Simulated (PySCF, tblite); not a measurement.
**C₄H₁₀Ge: geometry, infrared bands and NMR shifts**

Wanted: the infrared bands and NMR shifts of C₄H₁₀Ge (`CC/C=[CH]\[GeH3]`), by calculation.

Computed with tblite 0.8.0 and PySCF 2.14.0, with density-fitted response routines of our own, on a single molecule in the gas phase. Atoms count from 0, in the outputs and in this text.

### Step 1. The molecule as given

15 atoms, charge 0, multiplicity 1; geometry from: force field or distance geometry start.

Bonds of the start (Å): C0–C1 1.51, C1–C2 1.50, C2–C3 1.34, C3–Ge4 1.93, C0–H5 1.12, C0–H6 1.10, C0–H7 1.13, C1–H8 1.11, C1–H9 1.10, C2–H10 1.09, C3–H11 1.08, Ge4–H12 1.55, Ge4–H13 1.56, Ge4–H14 1.55.

### Step 2. Optimising the geometry with GFN2-xTB

The job: settings as JSON, then the geometry in Å.

```
{"job": {"kind": "relax", "xc": "GFN2-xTB", "basis": "xTB"}, "charge": 0, "multiplicity": 1}
C     -1.974200     0.069200     0.729800
C     -0.928400     0.449100    -0.297200
C     -0.231400    -0.761300    -0.838700
C      1.087600    -0.931800    -0.718100
Ge     2.189300     0.346700     0.215400
H     -2.887600     0.676700     0.493000
H     -2.198200    -1.003900     0.749600
H     -1.642600     0.401100     1.762900
H     -1.462200     0.915300    -1.150000
H     -0.217100     1.157200     0.142200
H     -0.776000    -1.540400    -1.376000
H      1.577300    -1.808800    -1.107500
H      1.940200     0.216900     1.741300
H      3.690000     0.045200    -0.094900
H      1.828800     1.776800    -0.273800
```

Command:

```sh
$ OMP_NUM_THREADS=1 python probes_run.py task.json out
```

The driver reads the jobs from task.json and runs them one after another.

**Question.** This job is followed by: GFN2-xTB harmonic vibrations, gas phase; GIAO PBE0/pcSseg-1 NMR shielding, non-relativistic, gas phase. What will the session give for the following? strongest single infrared mode (GFN2-xTB); zero-point energy (GFN2-xTB); 13C shifts against TMS (PBE0/pcSseg-1); 1H shifts against TMS (PBE0/pcSseg-1, means over atoms taken as alike); 73Ge shifts against GeMe4 (PBE0/pcSseg-1).

As calculated:

| quantity | value |
| --- | --- |
| strongest single infrared mode (GFN2-xTB) | 2052 cm⁻¹, 480 km/mol |
| zero-point energy (GFN2-xTB) | 74.7 kcal/mol |
| 13C shifts against TMS (PBE0/pcSseg-1) | 161.7, 123.0, 35.0, 16.0 ppm |
| 1H shifts against TMS (PBE0/pcSseg-1, means over atoms taken as alike) | 6.88, 5.80, 3.76, 2.19, 1.08 ppm |
| 73Ge shifts against GeMe4 (PBE0/pcSseg-1) | -278 ppm |

What this shows: The optimisation took 96 steps and gained 0.410 eV; among the close pairs (by a distance rule), Ge4–H13 changed most, from 1.562 to 1.494 Å. No mode is imaginary among the 39: a minimum at this level. The strongest single mode, at 2052 cm⁻¹, moves mainly H12 and H14. GFN2-xTB is a fitted tight-binding method: band positions and strengths are rough. Its intensities can rank the bands wrongly. At PBE0/pcSseg-1: Shielding is most anisotropic at C2 (span 252 ppm, paramagnetic term -232 ppm). Spin-orbit coupling is left out, which matters for shieldings and couplings at and beside the heavy atoms.
